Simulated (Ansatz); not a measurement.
This session for vertical and adiabatic energies of changing the electron count of BrClGeH, SMILES [Cl][GeH][Br] with the Python package of Ansatz (0.2.0) holds a mistake.

Notebook, run cell by cell (the value of a cell's last expression is shown):

```python
import itertools

import ansatz
from ase.data import atomic_numbers, covalent_radii
import numpy as np
```

```python
mol = (
    ansatz.Crystal.molecule()
    .atom("Cl", (-1.8673, 0.3463, -0.4675))
    .atom("Ge", (0.2355, 0.1821, -0.4335))
    .atom("Br", (0.7677, -1.8977, 0.425))
    .atom("H", (0.9197, 1.309, 0.4557))
)
```

```python
calculation = (
    mol.calculation()
    .basis(gaussian="def2-SVP")
    .functional("pbe")
    .spin("collinear", total=1)
)
symbols = [site.symbol for site in mol.cartesian_sites]
start = np.array([site.position_ang for site in mol.cartesian_sites], dtype=float)
data = calculation.relax(force_tolerance=0.01, max_steps=30).run().report
end = np.array(data["positions_ang"])
```

```python
minimum = ansatz.Crystal.molecule()
for symbol, place in zip(symbols, end):
    minimum = minimum.atom(symbol, place.tolist())
ion = minimum.calculation()
ion = ion.basis(gaussian="def2-SVP")
ion = ion.functional("pbe")
ion = ion.charge(1)
vertical = ion.run().report
settled = ion.relax(force_tolerance=0.01, max_steps=80).run().report
print(f"vertical ionisation energy   {vertical['free_energy_ev'] - data['free_energy_ev']:.3f} eV")
print(f"adiabatic, no zero point     {settled['free_energy_ev'] - data['free_energy_ev']:.3f} eV")
print(f"relaxation energy of the ion {vertical['etot'] - settled['free_energy_ev']:.3f} eV")
ionised = np.array(settled["positions_ang"])
# pairs closer than 1.2 times the sum of covalent radii, before or after
radius = [covalent_radii[atomic_numbers[s]] for s in symbols]
span = lambda where, i, j: np.linalg.norm(where[i] - where[j])
bonded = [(i, j) for i, j in itertools.combinations(range(len(symbols)), 2) if min(span(end, i, j), span(ionised, i, j)) < 1.2 * (radius[i] + radius[j])]
print("pair        before    after (A)")
for i, j in bonded:
    print(f"{symbols[i]}{i}-{symbols[j]}{j}".ljust(10), f"{span(end, i, j):8.4f} {span(ionised, i, j):8.4f}")
for first, second in list(itertools.combinations(bonded, 2)):
    shared = set(first) & set(second)
    if shared and symbols[(j := shared.pop())] != "H":
        i, k = sorted((set(first) | set(second)) - {j})
        u, v = ionised[i] - ionised[j], ionised[k] - ionised[j]
        angle = np.degrees(np.arccos(np.clip(u @ v / np.linalg.norm(u) / np.linalg.norm(v), -1, 1)))
        print(f"final angle {symbols[i]}{i}-{symbols[j]}{j}-{symbols[k]}{k}: {angle:.2f} deg")
```

    vertical ionisation energy   8.884 eV
    adiabatic, no zero point     7.955 eV
    Traceback (most recent call last):
      File "<cell 4>", line 12, in <module>
        print(f"relaxation energy of the ion {vertical['etot'] - settled['free_energy_ev']:.3f} eV")
                                              ~~~~~~~~^^^^^^^^
    KeyError: 'etot'

What is wrong, and how is it mended?

The fault: the report has no such key (the free energy stands under free_energy_ev). The change:

```diff
--- before
+++ after
@@
 start = np.array([site.position_ang for site in mol.cartesian_sites], dtype=float)
-data = calculation.relax(force_tolerance=0.01, max_steps=30).run().report
+data = calculation.relax(force_tolerance=0.01).run().report
 end = np.array(data["positions_ang"])
@@
 print(f"adiabatic, no zero point     {settled['free_energy_ev'] - data['free_energy_ev']:.3f} eV")
-print(f"relaxation energy of the ion {vertical['etot'] - settled['free_energy_ev']:.3f} eV")
+print(f"relaxation energy of the ion {vertical['free_energy_ev'] - settled['free_energy_ev']:.3f} eV")
 ionised = np.array(settled["positions_ang"])
```

Run as a notebook:

(earlier cells as before)

In [3]:
```python
calculation = (
    mol.calculation()
    .basis(gaussian="def2-SVP")
    .functional("pbe")
    .spin("collinear", total=1)
)
symbols = [site.symbol for site in mol.cartesian_sites]
start = np.array([site.position_ang for site in mol.cartesian_sites], dtype=float)
data = calculation.relax(force_tolerance=0.01).run().report
end = np.array(data["positions_ang"])
```

In [4]:
```python
minimum = ansatz.Crystal.molecule()
for symbol, place in zip(symbols, end):
    minimum = minimum.atom(symbol, place.tolist())
ion = minimum.calculation()
ion = ion.basis(gaussian="def2-SVP")
ion = ion.functional("pbe")
ion = ion.charge(1)
vertical = ion.run().report
settled = ion.relax(force_tolerance=0.01, max_steps=80).run().report
print(f"vertical ionisation energy   {vertical['free_energy_ev'] - data['free_energy_ev']:.3f} eV")
print(f"adiabatic, no zero point     {settled['free_energy_ev'] - data['free_energy_ev']:.3f} eV")
print(f"relaxation energy of the ion {vertical['free_energy_ev'] - settled['free_energy_ev']:.3f} eV")
ionised = np.array(settled["positions_ang"])
# pairs closer than 1.2 times the sum of covalent radii, before or after
radius = [covalent_radii[atomic_numbers[s]] for s in symbols]
span = lambda where, i, j: np.linalg.norm(where[i] - where[j])
bonded = [(i, j) for i, j in itertools.combinations(range(len(symbols)), 2) if min(span(end, i, j), span(ionised, i, j)) < 1.2 * (radius[i] + radius[j])]
print("pair        before    after (A)")
for i, j in bonded:
    print(f"{symbols[i]}{i}-{symbols[j]}{j}".ljust(10), f"{span(end, i, j):8.4f} {span(ionised, i, j):8.4f}")
for first, second in list(itertools.combinations(bonded, 2)):
    shared = set(first) & set(second)
    if shared and symbols[(j := shared.pop())] != "H":
        i, k = sorted((set(first) | set(second)) - {j})
        u, v = ionised[i] - ionised[j], ionised[k] - ionised[j]
        angle = np.degrees(np.arccos(np.clip(u @ v / np.linalg.norm(u) / np.linalg.norm(v), -1, 1)))
        print(f"final angle {symbols[i]}{i}-{symbols[j]}{j}-{symbols[k]}{k}: {angle:.2f} deg")
```
```text
vertical ionisation energy   8.884 eV
adiabatic, no zero point     7.955 eV
relaxation energy of the ion 0.929 eV
pair        before    after (A)
Cl0-Ge1      2.1910   2.0861
Ge1-Br2      2.3414   2.2161
Ge1-H3       1.5808   1.5411
final angle Cl0-Ge1-Br2: 118.78 deg
final angle Cl0-Ge1-H3: 118.89 deg
final angle Br2-Ge1-H3: 122.33 deg
```

Caveats:
- The energies are electronic: no zero-point or thermal terms, and the basis set is short of its limit. The product may relax into another structure. The relaxation finds the nearest minimum, so the adiabatic value is an upper bound.
- The species is open-shell (spin multiplicity 2).
- Only the spin states typed were run; another state of an ion can lie lower, by up to an eV or two.
- Timing: 29 s on 1 thread of Intel(R) Xeon(R) Platinum 8488C (Sapphire Rapids), on a shared host, peak memory 0.23 GiB.
